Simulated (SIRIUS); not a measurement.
**NiMoIrPdW in SIRIUS: convergence with radial points in a sphere**

NiMoIrPdW:

```
CELL_PARAMETERS angstrom
4.11705 0.00000 0.00000
-2.05853 3.56547 0.00000
0.00000 0.00000 5.44580
ATOMIC_POSITIONS crystal
Ni 0.99229 0.99519 0.95688
Mo 0.67949 0.33550 0.95727
Pd 0.67010 0.33714 0.46699
Ir 0.33770 0.67560 0.72219
W 0.33196 0.66136 0.23611
```

The cell was built by a generator and needn't be a form met in nature.

The cell isn't the ideal one: atoms moved at random.

| Quantity | Value |
| --- | --- |
| Program | SIRIUS 7.12.0 |
| Task | convergence study |
| Functional | PBE |
| Potentials or basis | all-electron FP-LAPW |
| Cutoff | 239 eV |
| Basis | apw+lo standard |
| k mesh | 3 × 3 × 2 |
| Occupations | fermi-dirac, width 0.05 eV |
| Spin | collinear spin, ferromagnetic start |
| Starting moments | [1.0, 1.0, 0.0, 0.6, 0.0] μB |

These are the settings of the first run; the series varies radial points in a sphere, with any setting tied to it.

Hardware: 2 threads of Intel(R) Xeon(R) 6975P-C (Granite Rapids) (shared host).

```tsv
radial points in a sphere	energy less the tightest run, at zero smearing (meV/atom)	largest force (eV/Å)	SCF cycles	CPU time (s)	peak memory (GiB)
200	-57.75	0.972	18	630	1.2
300	-12.35	0.970	18	560	1.2
450	-2.53	0.969	18	600	1.3
700	-0.43	0.969	18	690	1.4
1000	-0.09	0.969	19	810	1.5
1500	0.00	0.969	19	1000	1.7
```

Against the tightest run, the energy stays within 1 meV/atom from 700 on; the largest force stays within 0.005 eV/Å from 200 on. The tightest run that finished is the yardstick and may itself not be fully converged.

Caveat, for the tightest run too: the k mesh is coarse (spacing up to 0.59 Å⁻¹), so the values aren't converged. Spin-orbit coupling is left out, which matters for the levels of Ir, W.
